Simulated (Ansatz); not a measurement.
**TiH₄S₄: ionisation energy by level of theory**

An exercise on one series of results from a longer session: the logs are not shown, and one member is left open.

Computed with Ansatz 0.2.0, Gaussian basis. Level: unrestricted cation, the program's frozen cores in correlated methods.

The runs, in order: UKS PBE-D4/def2-TZVPP; UKS r2SCAN-D4/def2-TZVPP; UKS PBE0-D4/def2-TZVPP; UKS B3LYP-D4/def2-TZVPP; UKS wB97X-V/def2-TZVPP; UKS wB97M-V/def2-TZVPP; UKS B2PLYP/def2-TZVPP; UHF-CCSD(T)/def2-TZVPP; UHF-MP2/def2-QZVPP; extrapolation to the limit; then −ε(HOMO) from the neutral's earlier runs with LDA (SPW92), PBE-D4, revPBE-D4, BLYP-D4, r2SCAN-D4, B97M-V, PBE0-D4, B3LYP-D4, r2SCANh-D4, r2SCAN0-D4, HSE06-D4, BHLYP-D4, CAM-B3LYP-D4, LC-ωPBE, ωB97X-V, ωB97M-V.

### The geometry

An earlier PBE0-D4 in a triple-zeta def2 set relaxation fixed the geometry.

SMILES `[SH][Ti]([SH])([SH])[SH]`, 9 atoms, charge 0, spin multiplicity 1.

Atoms are counted from 1 here; the program's logs count them from 0.

Bond lengths: S1–Ti2 2.276 Å, S1–H6 1.350 Å, Ti2–S3 2.267 Å, Ti2–S4 2.276 Å, Ti2–S5 2.267 Å, S3–H7 1.348 Å, S4–H8 1.350 Å, S5–H9 1.348 Å. Angles: Ti2–S1–H6 89.8°, S1–Ti2–S3 107.5°, S1–Ti2–S4 109.8°, S1–Ti2–S5 112.9°, S3–Ti2–S4 112.9°, S3–Ti2–S5 106.4°, S4–Ti2–S5 107.4°, Ti2–S3–H7 91.6°, Ti2–S4–H8 89.8°, Ti2–S5–H9 91.7°.

The first run:

in.yaml reads:

```yaml
crystal:
  periodic: [false, false, false]
  atoms:
    - {symbol: S, position_ang: [0.237333, 1.442830, -1.514562]}
    - {symbol: Ti, position_ang: [0.151517, 0.055868, 0.287474]}
    - {symbol: S, position_ang: [2.285785, -0.411486, 0.891488]}
    - {symbol: S, position_ang: [-1.048905, -1.806249, -0.231619]}
    - {symbol: S, position_ang: [-0.828085, 1.013960, 2.093225]}
    - {symbol: H, position_ang: [-1.081986, 1.246678, -1.722385]}
    - {symbol: H, position_ang: [2.239469, -1.607602, 0.272082]}
    - {symbol: H, position_ang: [-0.397771, -1.891863, -1.411018]}
    - {symbol: H, position_ang: [-1.468856, 1.911465, 1.318317]}
basis:
  gaussian: {orbitals: def2-TZVPP}
total_charge: 1
magnetization: {spin_polarized: true, initial_magnetization: 1}
hamiltonian: {xc: pbe, dispersion: d4}
```

Launch:

```console
ansatz run in.yaml --threads 2 --pin off --events-out ev --progress --plain --max-ram 22528MiB --backend cuda --devices 0, --max-vram 18GiB
```

Steps of the session up to this table: Cation, UKS PBE-D4/def2-TZVPP; Cation, UKS r2SCAN-D4/def2-TZVPP; Cation, UKS PBE0-D4/def2-TZVPP; Cation, UKS B3LYP-D4/def2-TZVPP; Cation, UKS wB97X-V/def2-TZVPP; Cation, UKS wB97M-V/def2-TZVPP; Cation, UKS B2PLYP (frozen core)/def2-TZVPP; Cation, UHF-CCSD(T)/def2-TZVPP; Cation, UHF-MP2/def2-QZVPP.

One table of the session follows, with a row left open; its other results are not shown here.

It belongs to the step «Ionisation energies side by side». For comparison, −ε(HOMO) of the neutral from earlier runs:

```
  functional  −ε(HOMO) (eV)
 LDA (SPW92)              ?
      PBE-D4           6.71
   revPBE-D4           6.66
     BLYP-D4           6.52
   r2SCAN-D4           7.00
      B97M-V           7.06
     PBE0-D4           7.88
    B3LYP-D4           7.62
  r2SCANh-D4           7.43
  r2SCAN0-D4           8.08
    HSE06-D4           7.49
    BHLYP-D4           8.90
CAM-B3LYP-D4           9.15
     LC-ωPBE          10.55
     ωB97X-V          10.19
     ωB97M-V          10.00
```

**Question.** Estimate the row for LDA (SPW92).

**Answer.** −ε(HOMO) (eV): 6.85. In the column «−ε(HOMO) (eV)» it lies between PBE-D4 (6.71) and r2SCAN-D4 (7.00).
